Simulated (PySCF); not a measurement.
# [Pb(SH)3]−: shape, vibrations and bonding

Aim: find the relaxed shape of [Pb(SH)3]−, test it by its vibrations, and read charges and levels. The species was built from a template and needn't be a known compound.

The runs use PySCF 2.14.0; PBE0, Pb def2-SVP with ECP60, S def2-SVP, H def2-SVP; scalar-relativistic core potentials, no spin–orbit coupling.

1 further run of the same task is left out (for a known fault of the program).

**1. The starting structure**

7 atoms, charge -1, spin multiplicity 1.

Bond lengths: Pb1–S2 2.688 Å, Pb1–S4 2.688 Å, Pb1–S6 2.689 Å, S2–H3 1.341 Å, S4–H5 1.341 Å, S6–H7 1.341 Å. Angles: S2–Pb1–S4 120.0°, S2–Pb1–S6 120.0°, S4–Pb1–S6 120.0°, Pb1–S2–H3 104.2°, Pb1–S4–H5 104.2°, Pb1–S6–H7 104.2°.

Coordinates:

```
Pb    0.0000    0.0000    0.0000
S     2.6885    0.0000    0.0000
H     3.0185    0.0000    1.3000
S    -1.3442    2.3283    0.0000
H    -1.5092    2.6141    1.3000
S    -1.3443   -2.3283    0.0000
H    -1.5093   -2.6141    1.3000
```

Formal oxidation states: Pb +2.

**2. SCF at the start, singlet**

Contents of run.py (the lines that set the calculation):

```python
mol = gto.M(atom='''
Pb     0.00000     0.00000     0.00000
S      2.68850     0.00000     0.00000
H      3.01850     0.00000     1.30000
S     -1.34420     2.32830     0.00000
H     -1.50920     2.61410     1.30000
S     -1.34430    -2.32830     0.00000
H     -1.50930    -2.61410     1.30000''',
    basis={'Pb': 'def2-SVP', 'S': 'def2-SVP', 'H': 'def2-SVP'},
    ecp={'Pb': 'def2-SVP'},
    charge=-1, spin=0)
mf = dft.RKS(mol, xc='PBE0')
mf.grids.atom_grid = (50, 194)
mf = mf.density_fit()  # fitting sets: Pb def2-universal-JKFIT, S def2-universal-JKFIT, H def2-universal-JKFIT
mf.conv_tol = 1e-08; mf.max_cycle = 55
mf.kernel(dm0)  # dm0: free metal ions and neutral atoms
```

Started as:

```bash
$ OMP_NUM_THREADS=2 python run.py
```

Standard output:

```text
init E= -1428.3212115108
  HOMO = 0.0715916100087556  LUMO = 0.105589281344562  gap/eV = 0.92512
cycle= 1 E= -1386.16293836701  delta_E= 42.2  |g|= 3.14  |ddm|= 5.63
  HOMO = 0.0645500204583406  LUMO = 0.0673903732815046  gap/eV = 0.07729
cycle= 2 E= -1384.53284314041  delta_E= 1.63  |g|= 3.13  |ddm|= 8.93
  HOMO = -0.060987666216298  LUMO = -0.0259363398296159  gap/eV = 0.95380
cycle= 3 E= -1388.32429743011  delta_E= -3.79  |g|= 0.779  |ddm|= 7.07
  HOMO = 0.0123997300995171  LUMO = 0.0830574825390471  gap/eV = 1.92270
cycle= 4 E= -1388.52638806635  delta_E= -0.202  |g|= 0.297  |ddm|=  2.2
  HOMO = -0.0317746100289395  LUMO = 0.0452288674970092  gap/eV = 2.09537
cycle= 5 E= -1388.55906777466  delta_E= -0.0327  |g|= 0.0619  |ddm|= 0.606
  HOMO = -0.0308209871122156  LUMO = 0.0447404330045629  gap/eV = 2.05613
cycle= 6 E= -1388.56029959939  delta_E= -0.00123  |g|= 0.0227  |ddm|= 0.158
  HOMO = -0.0312511541186987  LUMO = 0.0448891118917061  gap/eV = 2.07188
cycle= 7 E= -1388.56050072163  delta_E= -0.000201  |g|= 0.00501  |ddm|= 0.0428
  HOMO = -0.0316661340723406  LUMO = 0.0445903143177233  gap/eV = 2.07504
cycle= 8 E= -1388.56051171767  delta_E= -1.1e-05  |g|= 0.00159  |ddm|= 0.0133
  HOMO = -0.0316682619737256  LUMO = 0.0445536900923429  gap/eV = 2.07410
cycle= 9 E= -1388.56051310211  delta_E= -1.38e-06  |g|= 0.000908  |ddm|= 0.00579
  HOMO = -0.0316471301186021  LUMO = 0.0445148872757812  gap/eV = 2.07247
cycle= 10 E= -1388.56051360748  delta_E= -5.05e-07  |g|= 0.00031  |ddm|= 0.00362
  HOMO = -0.0316390653927561  LUMO = 0.0444774267270276  gap/eV = 2.07124
cycle= 11 E= -1388.56051366824  delta_E= -6.08e-08  |g|= 4.23e-05  |ddm|= 0.00143
  HOMO = -0.0316424005562908  LUMO = 0.0444704388796708  gap/eV = 2.07114
cycle= 12 E= -1388.56051366899  delta_E= -7.54e-10  |g|= 1.07e-05  |ddm|= 0.000141
  HOMO = -0.031641838014748  LUMO = 0.0444725639695989  gap/eV = 2.07118
Extra cycle  E= -1388.56051366898  delta_E= 9.55e-12  |g|= 1.16e-05  |ddm|= 4.7e-05
converged SCF energy = -1388.56051366898
```

Run time: 3 s. Hardware: 2 threads of Arm Neoverse V1, shared host; peak memory 0.46 GiB.

Read off: E = -1388.560514 Eh, HOMO -0.86 eV, LUMO 1.21 eV, Mulliken charge on Pb1 +0.52 e. 

**3. Relaxation, singlet**

Steps are kept in the start's point group, C3v.

Contents of run.py (the lines that set the calculation):

```python
mol = gto.M(atom='''
Pb     0.00000     0.00000    -0.01281
S      2.68849    -0.00001    -0.01281
H      3.01850    -0.00001     1.28719
S     -1.34424     2.32831    -0.01281
H     -1.50924     2.61410     1.28719
S     -1.34426    -2.32830    -0.01281
H     -1.50926    -2.61409     1.28719''',
    basis={'Pb': 'def2-SVP', 'S': 'def2-SVP', 'H': 'def2-SVP'},
    ecp={'Pb': 'def2-SVP'},
    charge=-1, spin=0)
mf = dft.RKS(mol, xc='PBE0')
mf.grids.atom_grid = (50, 194)
mf = mf.density_fit()  # fitting sets: Pb def2-universal-JKFIT, S def2-universal-JKFIT, H def2-universal-JKFIT
mf.conv_tol = 1e-08; mf.max_cycle = 55
mf.kernel(dm0)  # dm0: an SCF of this state at this start
# quasi-Newton relaxation in Cartesian coordinates to a largest gradient under 0.00045 Eh/bohr, steps kept in the point group
```

Started as:

```bash
$ OMP_NUM_THREADS=2 python run.py
```

No log is kept here; the results follow.

Wall time 46 s (2 threads of Arm Neoverse V1, shared host).

The steps of the relaxation:

```csv
step,energy from step 1 (eV),largest force component (eV/Å)
1,0.0000,1.5768
2,-0.4837,1.7523
3,-0.8557,0.6258
4,-0.9375,0.6062
5,-0.9862,0.6370
6,-1.1697,0.5570
7,-1.3680,0.4044
8,-1.5192,0.2041
9,-1.5832,0.2087
10,-1.5953,0.3670
11,-1.6010,0.2424
12,-1.6145,0.1825
13,-1.6273,0.1568
14,-1.6294,0.0321
15,-1.6294,0.0166
```

Close pairs (by a distance rule), those that changed most:

```csv
bond,before (Å),after (Å),change (Å)
Pb1–S4,2.688,2.676,-0.013
Pb1–S6,2.688,2.676,-0.013
Pb1–S2,2.688,2.676,-0.013
S2–H3,1.341,1.351,+0.010
S6–H7,1.341,1.351,+0.010
S4–H5,1.341,1.351,+0.010
```

It ends in C3v at E = -1388.620392 Eh.

```
Pb    0.0000    0.0000   -1.1158
S     2.3247    0.0000    0.2090
H     1.7529    0.0000    1.4331
S    -1.1623    2.0132    0.2090
H    -0.8764    1.5181    1.4331
S    -1.1623   -2.0132    0.2090
H    -0.8765   -1.5181    1.4331
```

**4. The relaxed geometry turned into its symmetry frame**

Contents of run.py (the lines that set the calculation):

```python
mol = gto.M(atom='''
Pb     0.00000     0.00000    -0.43913
S      2.32468    -0.00001     0.88567
H      1.75291    -0.00001     2.10979
S     -1.16233     2.01323     0.88567
H     -0.87645     1.51807     2.10979
S     -1.16235    -2.01322     0.88567
H     -0.87646    -1.51806     2.10979''',
    basis={'Pb': 'def2-SVP', 'S': 'def2-SVP', 'H': 'def2-SVP'},
    ecp={'Pb': 'def2-SVP'},
    charge=-1, spin=0)
mf = dft.RKS(mol, xc='PBE0')
mf.grids.atom_grid = (50, 194)
mf = mf.density_fit()  # fitting sets: Pb def2-universal-JKFIT, S def2-universal-JKFIT, H def2-universal-JKFIT
mf.conv_tol = 1e-08; mf.max_cycle = 55
mf.kernel(dm0)  # dm0: free metal ions and neutral atoms
```

Started as:

```bash
$ OMP_NUM_THREADS=2 python run.py
```

Standard output:

```text
init E= -1428.26460746842
  HOMO = 0.119582538309006  LUMO = 0.14657523982216  gap/eV = 0.73451
cycle= 1 E= -1385.87901122979  delta_E= 42.4  |g|= 3.26  |ddm|= 5.59
  HOMO = -0.0452690958988449  LUMO = -0.00726689161337252  gap/eV = 1.03409
cycle= 2 E= -1383.68489170297  delta_E= 2.19  |g|= 3.72  |ddm|= 8.97
  HOMO = -0.107697866210435  LUMO = 0.0614236262081945  gap/eV = 4.60203
cycle= 3 E= -1388.50514775113  delta_E= -4.82  |g|= 0.612  |ddm|= 6.76
  HOMO = -0.0372569421698879  LUMO = 0.163698561083766  gap/eV = 5.46828
cycle= 4 E= -1388.59033887548  delta_E= -0.0852  |g|= 0.309  |ddm|=  1.7
  HOMO = -0.0738670002606858  LUMO = 0.128089296806685  gap/eV = 5.49551
cycle= 5 E= -1388.62001876357  delta_E= -0.0297  |g|= 0.0347  |ddm|= 0.521
  HOMO = -0.0710553731688422  LUMO = 0.129375092416411  gap/eV = 5.45399
cycle= 6 E= -1388.62037542891  delta_E= -0.000357  |g|= 0.00648  |ddm|= 0.0537
  HOMO = -0.0706561369740145  LUMO = 0.129404951717418  gap/eV = 5.44394
cycle= 7 E= -1388.62039084007  delta_E= -1.54e-05  |g|= 0.0018  |ddm|= 0.0112
  HOMO = -0.0708460756192777  LUMO = 0.129297570997306  gap/eV = 5.44619
cycle= 8 E= -1388.62039185188  delta_E= -1.01e-06  |g|= 0.000493  |ddm|= 0.00314
  HOMO = -0.0708614604035012  LUMO = 0.129313280735802  gap/eV = 5.44703
cycle= 9 E= -1388.62039193473  delta_E= -8.28e-08  |g|= 4.33e-05  |ddm|= 0.00076
  HOMO = -0.0708608805513784  LUMO = 0.129313464278276  gap/eV = 5.44702
cycle= 10 E= -1388.62039193543  delta_E= -7.06e-10  |g|= 6.03e-06  |ddm|= 8.06e-05
  HOMO = -0.0708615261608679  LUMO = 0.1293125990825  gap/eV = 5.44702
Extra cycle  E= -1388.62039193544  delta_E= -1.59e-12  |g|= 5.59e-06  |ddm|= 2.04e-05
converged SCF energy = -1388.62039193544
```

It took 1.7 s on 2 threads of Arm Neoverse V1, shared host.

It gives: E = -1388.620392 Eh, HOMO -1.93 eV, LUMO 3.52 eV, Mulliken charge on Pb1 +0.32 e. 

**5. Frequencies and infrared intensities**

Changes to run.py (the lines that set the calculation) since step 4:

```diff
@@ -14,3 +14,4 @@
 mf = mf.density_fit()  # fitting sets: Pb def2-universal-JKFIT, S def2-universal-JKFIT, H def2-universal-JKFIT
-mf.conv_tol = 1e-08; mf.max_cycle = 55
-mf.kernel(dm0)  # dm0: free metal ions and neutral atoms
+mf.conv_tol = 1e-10; mf.max_cycle = 55
+mf.kernel(dm0)  # dm0: the density of the relaxed state
+# Hessian and dipole derivatives by central differences of gradients, 0.02 bohr
```

Started as:

```bash
$ OMP_NUM_THREADS=2 python run.py
```

No log is kept here; the results follow.

Wall time 39 s (2 threads of Arm Neoverse V1, shared host).

Point group C3v; negative numbers are unstable modes, and those under 60 cm⁻¹ are near the numerical noise:

```csv
cm⁻¹,km/mol,symmetry
-193,0.0,a2
31,5.3,e
31,5.3,e
95,10.5,a1
136,29.0,e
136,29.0,e
241,58.2,e
241,58.2,e
254,31.6,a1
495,0.2,e
495,0.2,e
546,6.4,a1
2710,2.5,e
2710,2.5,e
2710,38.0,a1
```

**6. Displaced along the imaginary mode**

Steps are kept in the start's point group, C3.

Contents of run.py (the lines that set the calculation):

```python
mol = gto.M(atom='''
Pb     0.00000     0.00000    -0.43913
S      2.32468     0.00593     0.88567
H      1.75291    -0.25001     2.10979
S     -1.16748     2.01026     0.88567
H     -0.65994     1.64307     2.10979
S     -1.15720    -2.01620     0.88567
H     -1.09297    -1.39306     2.10979''',
    basis={'Pb': 'def2-SVP', 'S': 'def2-SVP', 'H': 'def2-SVP'},
    ecp={'Pb': 'def2-SVP'},
    charge=-1, spin=0)
mf = dft.RKS(mol, xc='PBE0')
mf.grids.atom_grid = (50, 194)
mf = mf.density_fit()  # fitting sets: Pb def2-universal-JKFIT, S def2-universal-JKFIT, H def2-universal-JKFIT
mf.conv_tol = 1e-08; mf.max_cycle = 55
mf.kernel(dm0)  # dm0: an SCF of this state at this start
# quasi-Newton relaxation in Cartesian coordinates to a largest gradient under 0.00045 Eh/bohr, steps kept in the point group
```

Started as:

```bash
$ OMP_NUM_THREADS=2 python run.py
```

The driver keeps no SCF log for this step, only its results.

Run time: 50 s. Hardware: 2 threads of Arm Neoverse V1, shared host.

The steps of the relaxation:

```csv
step,energy from step 1 (eV),largest force component (eV/Å)
1,0.0000,0.5548
2,-0.0288,0.1114
3,-0.0415,0.1408
4,-0.0522,0.3507
5,-0.0689,0.4182
6,-0.0975,0.1716
7,-0.0973,0.5940
8,-0.1199,0.0537
9,-0.1267,0.0576
10,-0.1310,0.2718
11,-0.1355,0.0334
12,-0.1370,0.0301
13,-0.1386,0.0355
14,-0.1389,0.0145
15,-0.1391,0.0089
16,-0.1391,0.0061
```

Close pairs (by a distance rule), those that changed most:

```csv
bond,before (Å),after (Å),change (Å)
S2–H3,1.375,1.351,-0.024
S4–H5,1.375,1.351,-0.024
S6–H7,1.375,1.351,-0.024
Pb1–S4,2.676,2.676,+0.001
Pb1–S2,2.676,2.676,+0.001
Pb1–S6,2.676,2.676,+0.001
```

It ends in C3 at E = -1388.625155 Eh.

```xyz
7
charge -1, multiplicity 1
Pb    0.0000    0.0000   -0.3472
S     2.2393    0.3192    1.0835
H     1.8099   -0.6836    1.8813
S    -1.3961    1.7797    1.0835
H    -0.3130    1.9092    1.8813
S    -0.8432   -2.0989    1.0835
H    -1.4970   -1.2256    1.8813
```

**7. The relaxed geometry turned into its symmetry frame**

Contents of run.py (the lines that set the calculation):

```python
mol = gto.M(atom='''
Pb     0.00000     0.00000    -0.46909
S      2.23926     0.31919     0.96167
H      1.80991    -0.68358     1.75946
S     -1.39606     1.77966     0.96167
H     -0.31296     1.90922     1.75946
S     -0.84320    -2.09885     0.96167
H     -1.49696    -1.22564     1.75946''',
    basis={'Pb': 'def2-SVP', 'S': 'def2-SVP', 'H': 'def2-SVP'},
    ecp={'Pb': 'def2-SVP'},
    charge=-1, spin=0)
mf = dft.RKS(mol, xc='PBE0')
mf.grids.atom_grid = (50, 194)
mf = mf.density_fit()  # fitting sets: Pb def2-universal-JKFIT, S def2-universal-JKFIT, H def2-universal-JKFIT
mf.conv_tol = 1e-08; mf.max_cycle = 55
mf.kernel(dm0)  # dm0: free metal ions and neutral atoms
```

Started as:

```bash
$ OMP_NUM_THREADS=2 python run.py
```

Standard output:

```text
init E= -1428.26126626233
  HOMO = 0.114465070409361  LUMO = 0.145388997121942  gap/eV = 0.84148
cycle= 1 E= -1385.67202381804  delta_E= 42.6  |g|= 3.33  |ddm|= 5.84
  HOMO = -0.0306812510004933  LUMO = -0.0164386359105319  gap/eV = 0.38756
cycle= 2 E= -1378.33077691592  delta_E= 7.34  |g|= 6.34  |ddm|= 10.4
  HOMO = -0.133579028760259  LUMO = 0.088460496586355  gap/eV = 6.04200
cycle= 3 E= -1388.24102170631  delta_E= -9.91  |g|= 1.08  |ddm|=    8
  HOMO = -0.0218156157554791  LUMO = 0.166025757909039  gap/eV = 5.11142
cycle= 4 E= -1388.59551732978  delta_E= -0.354  |g|= 0.324  |ddm|= 2.44
  HOMO = -0.0659894189755957  LUMO = 0.128605031279905  gap/eV = 5.29518
cycle= 5 E= -1388.62287960145  delta_E= -0.0274  |g|= 0.0766  |ddm|= 0.622
  HOMO = -0.0635464206914343  LUMO = 0.137651213890227  gap/eV = 5.47487
cycle= 6 E= -1388.62512265958  delta_E= -0.00224  |g|= 0.0098  |ddm|= 0.124
  HOMO = -0.0637955567339337  LUMO = 0.138119327639445  gap/eV = 5.49438
cycle= 7 E= -1388.62515380524  delta_E= -3.11e-05  |g|= 0.00208  |ddm|= 0.0183
  HOMO = -0.0637461671462701  LUMO = 0.138189517079857  gap/eV = 5.49495
cycle= 8 E= -1388.62515525114  delta_E= -1.45e-06  |g|= 0.000307  |ddm|= 0.0041
  HOMO = -0.0637880334426999  LUMO = 0.138143111057426  gap/eV = 5.49483
cycle= 9 E= -1388.62515528663  delta_E= -3.55e-08  |g|= 0.000141  |ddm|= 0.000675
  HOMO = -0.0637875661868657  LUMO = 0.138146944722868  gap/eV = 5.49492
cycle= 10 E= -1388.62515529382  delta_E= -7.19e-09  |g|= 3.41e-05  |ddm|= 0.000308
  HOMO = -0.0637864301921374  LUMO = 0.138149214546992  gap/eV = 5.49495
Extra cycle  E= -1388.62515529373  delta_E= 9.37e-11  |g|= 4.12e-05  |ddm|= 0.000132
converged SCF energy = -1388.62515529373
```

It took 1.7 s on 2 threads of Arm Neoverse V1, shared host.

Result: E = -1388.625155 Eh, HOMO -1.74 eV, LUMO 3.76 eV, Mulliken charge on Pb1 +0.30 e. 

**8. Frequencies and infrared intensities**

Changes to run.py (the lines that set the calculation) since step 7:

```diff
@@ -14,3 +14,4 @@
 mf = mf.density_fit()  # fitting sets: Pb def2-universal-JKFIT, S def2-universal-JKFIT, H def2-universal-JKFIT
-mf.conv_tol = 1e-08; mf.max_cycle = 55
-mf.kernel(dm0)  # dm0: free metal ions and neutral atoms
+mf.conv_tol = 1e-10; mf.max_cycle = 55
+mf.kernel(dm0)  # dm0: the density of the relaxed state
+# Hessian and dipole derivatives by central differences of gradients, 0.02 bohr
```

Started as:

```bash
$ OMP_NUM_THREADS=2 python run.py
```

No log is kept here; the results follow.

Wall time 43 s (2 threads of Arm Neoverse V1, shared host).

Point group C3; negative numbers are unstable modes, and those under 60 cm⁻¹ are near the numerical noise:

```csv
cm⁻¹,km/mol,symmetry
84,1.3,e
84,1.3,e
97,6.6,a
192,7.7,e
192,7.7,e
241,59.6,e
241,59.6,e
264,32.9,a
293,12.7,a
546,12.9,e
546,12.9,e
550,10.2,a
2708,3.8,a
2709,1.7,e
2709,1.7,e
```

**9. Charges, bond orders and levels**

Contents of run.py (the lines that set the calculation):

```python
mol = gto.M(atom='''
Pb     0.00000     0.00000    -0.34724
S      2.23926     0.31919     1.08352
H      1.80991    -0.68358     1.88131
S     -1.39606     1.77966     1.08352
H     -0.31296     1.90922     1.88131
S     -0.84320    -2.09885     1.08352
H     -1.49696    -1.22564     1.88131''',
    basis={'Pb': 'def2-SVP', 'S': 'def2-SVP', 'H': 'def2-SVP'},
    ecp={'Pb': 'def2-SVP'},
    charge=-1, spin=0)
mf = dft.RKS(mol, xc='PBE0')
mf.grids.atom_grid = (75, 302)
mf = mf.density_fit()  # fitting sets: Pb def2-universal-JKFIT, S def2-universal-JKFIT, H def2-universal-JKFIT
mf.conv_tol = 1e-09; mf.max_cycle = 55
mf.kernel(dm0)  # dm0: the density of the relaxed state
```

Started as:

```bash
$ OMP_NUM_THREADS=2 python run.py
```

Standard output:

```text
init E= -1388.62510747615
  HOMO = -0.0637903315326301  LUMO = 0.138148196733406  gap/eV = 5.49503
cycle= 1 E= -1388.62510755001  delta_E= -7.39e-08  |g|= 8.88e-05  |ddm|= 0.00127
  HOMO = -0.0637873085603845  LUMO = 0.138147527931273  gap/eV = 5.49493
cycle= 2 E= -1388.62510755072  delta_E= -7.04e-10  |g|= 7.87e-05  |ddm|= 0.000246
  HOMO = -0.0637889428881199  LUMO = 0.138148268856072  gap/eV = 5.49499
cycle= 3 E= -1388.62510755273  delta_E= -2.01e-09  |g|= 1.62e-05  |ddm|= 0.000143
  HOMO = -0.0637890781554325  LUMO = 0.138147696462949  gap/eV = 5.49498
cycle= 4 E= -1388.62510755284  delta_E= -1.06e-10  |g|= 4.29e-06  |ddm|= 3.4e-05
  HOMO = -0.0637890246197889  LUMO = 0.138147978480199  gap/eV = 5.49499
Extra cycle  E= -1388.62510755283  delta_E= 4.55e-13  |g|= 4.66e-06  |ddm|= 1.4e-05
converged SCF energy = -1388.62510755283
```

Wall time 13 s (2 threads of Arm Neoverse V1, shared host).

Read off: E = -1388.625108 Eh, HOMO -1.74 eV, LUMO 3.76 eV, Mulliken charge on Pb1 +0.30 e, largest force component 0.007 eV/Å. 

Löwdin charges:

```csv
atom,value (e)
Pb1,-0.07
S2,-0.27
H3,-0.04
S4,-0.27
H5,-0.04
S6,-0.27
H7,-0.04
```

Mulliken charges: Pb1 +0.30, S2 -0.50, H3 +0.06, S4 -0.50, H5 +0.06, S6 -0.50, H7 +0.06 e.

Contacts (the nearest donor of each ligand) and Mayer bond orders:

```csv
contact,distance (Å),bond order
Pb1–S2 (SH),2.676,0.84
Pb1–S4 (SH),2.676,0.84
Pb1–S6 (SH),2.676,0.84
```

Mulliken populations of Pb1 outside the core potential: s 3.88, p 7.69, d 10.12.

Orbitals, density, ELF and potential are computed afterwards from the orbital file.

Frontier orbitals at PBE0, with the share of their density that lies nearest to each atom:

```csv
orbital,energy (eV),lies on
HOMO,-1.74,"S2, S4, S6 about 24 % each; Pb1 19 %"
LUMO,3.76,"Pb1 59 %; S2, S4, S6 about 11 % each"
```

ELF in a plane through or near 3 of the atoms.

Values, 10 rows by 14 columns:
```
0.00 0.00 0.00 0.00 0.00 0.00 0.00 0.01 0.01 0.00 0.00 0.00 0.00 0.00
0.00 0.00 0.00 0.00 0.01 0.22 0.52 0.72 0.70 0.35 0.02 0.00 0.00 0.00
0.00 0.00 0.00 0.00 0.18 0.70 0.88 0.44 0.86 0.60 0.19 0.00 0.00 0.00
0.00 0.00 0.00 0.00 0.07 0.70 0.88 0.28 0.62 0.50 0.13 0.00 0.00 0.00
0.00 0.02 0.11 0.26 0.31 0.07 0.23 0.29 0.13 0.04 0.03 0.06 0.00 0.00
0.01 0.43 0.73 0.76 0.45 0.59 0.26 0.16 0.46 0.87 0.89 0.71 0.24 0.00
0.01 0.56 0.85 0.70 0.28 0.87 0.45 0.11 0.63 0.40 0.49 0.88 0.49 0.02
0.00 0.09 0.44 0.67 0.73 0.62 0.12 0.10 0.50 0.77 0.89 0.79 0.36 0.00
0.00 0.00 0.00 0.02 0.03 0.00 0.00 0.00 0.05 0.22 0.31 0.13 0.00 0.00
0.00 0.00 0.00 0.00 0.00 0.00 0.00 0.00 0.00 0.00 0.00 0.00 0.00 0.00
```
The map spans 9.3 Å across and 9.7 Å up, centred on the molecule. Atoms in the plane (x, y in Å): S2 (-2.1, -0.9), S4 (1.8, -1.3), S6 (0.2, 2.3).

On the surface of density 0.002 e/bohr³ the electrostatic potential runs, from the 1st to the 99th percentile, from -4.77 V near S4 to -2.91 V near Pb1.

**10. Outcome**

```
                                                              quantity                            value
                                                 state and point group                      singlet, C3
                                                 first geometry: modes    -193 to 2710 cm⁻¹, 1 unstable
first geometry: strongest infrared band (modes within 1.5 cm⁻¹ summed)            241 cm⁻¹ (116 km/mol)
                                                                 modes   84 to 2709 cm⁻¹, none unstable
                strongest infrared band (modes within 1.5 cm⁻¹ summed)            241 cm⁻¹ (119 km/mol)
                                                     zero-point energy                         0.710 eV
                                               ideal gas, 298 K, 1 bar  S = 395.2, Cp = 116.9 J/(mol K)
                                                 metal–ligand contacts                           2.68 Å
                                                       frontier levels      HOMO -1.74 eV, LUMO 3.76 eV
                                       dipole about the centre of mass                           4.03 D
                                                   mean polarisability                          14.7 Å³
```

In words: At the first geometry 1 mode is unstable, so this structure is a saddle point; the molecule was then pushed along the lowest one and relaxed again. All modes are real, so the structure is a minimum. The metal carries -0.07 e by Löwdin's partition against a formal +2, and bond orders to the nearest donors reach 0.84. Both measures hang on the basis. Leaving the first, C3v structure gained 0.13 eV and gave C3. One start shape was tried, so another isomer may lie lower. These are double-zeta-type bases without diffuse functions. Spin–orbit coupling is left out.
